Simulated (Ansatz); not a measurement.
# H5NOSiSn: the cost of one run

Method: RKS PBE0/def2-SVP, in Ansatz 0.2.0.

## (1) The starting structure

Bond lengths: N1–Si2 1.755 Å, Si2–O3 1.672 Å, Si2–Sn4 2.554 Å, O3–Sn4 2.040 Å, N1–H5 1.020 Å, N1–H6 1.108 Å, Si2–H7 1.442 Å, Sn4–H8 1.748 Å, Sn4–H9 1.690 Å. Angles (14 of 16 angles, heavy atoms first): N1–Si2–O3 108.5°, N1–Si2–Sn4 111.5°, O3–Si2–Sn4 52.9°, Si2–O3–Sn4 86.3°, Si2–Sn4–O3 40.8°, N1–Si2–H7 120.7°, O3–Si2–H7 109.7°, Sn4–Si2–H7 127.6°, Si2–N1–H5 110.6°, Si2–N1–H6 106.9°, Si2–Sn4–H8 115.8°, Si2–Sn4–H9 117.2°, O3–Sn4–H8 107.4°, O3–Sn4–H9 109.5°.

Structure file:

```xyz
9

N    -0.6502    1.7186    0.3682
Si   -0.9172   -0.0140    0.2851
O     0.2543   -0.7759    1.2034
Sn    1.1531   -1.2423   -0.5679
H     0.2708    1.9586    0.0011
H    -1.3535    2.1879   -0.3486
H    -2.2113   -0.5741    0.5863
H     0.9697   -2.9639   -0.8103
H     2.5728   -0.3413   -0.7344
```

## (2) End point A

File input.yaml:

```yaml
crystal:
  periodic: [false, false, false]
  atoms:
    - { symbol: "N", position_ang: [-0.6502, 1.7186, 0.3682] }
    - { symbol: Si, position_ang: [-0.9172, -0.014, 0.2851] }
    - { symbol: O, position_ang: [0.2543, -0.7759, 1.2034] }
    - { symbol: Sn, position_ang: [1.1531, -1.2423, -0.5679] }
    - { symbol: H, position_ang: [0.2708, 1.9586, 0.0011] }
    - { symbol: H, position_ang: [-1.3535, 2.1879, -0.3486] }
    - { symbol: H, position_ang: [-2.2113, -0.5741, 0.5863] }
    - { symbol: H, position_ang: [0.9697, -2.9639, -0.8103] }
    - { symbol: H, position_ang: [2.5728, -0.3413, -0.7344] }
basis:
  gaussian: { orbitals: def2-SVP }
hamiltonian:
  xc: pbe0
relax:
  f_tol: 0.02
  max_steps: 50
```

On the command line:

```
$ ansatz run input.yaml --threads 2 --pin off --max-ram 3072MiB --backend cpu --events-out ev --progress --plain --runs-dir out
```

**Question.** How long does this run take on 2 threads of Arm Neoverse V1, shared host, and how much memory does it need?

About 37 s, with a peak of 0.22 GiB.
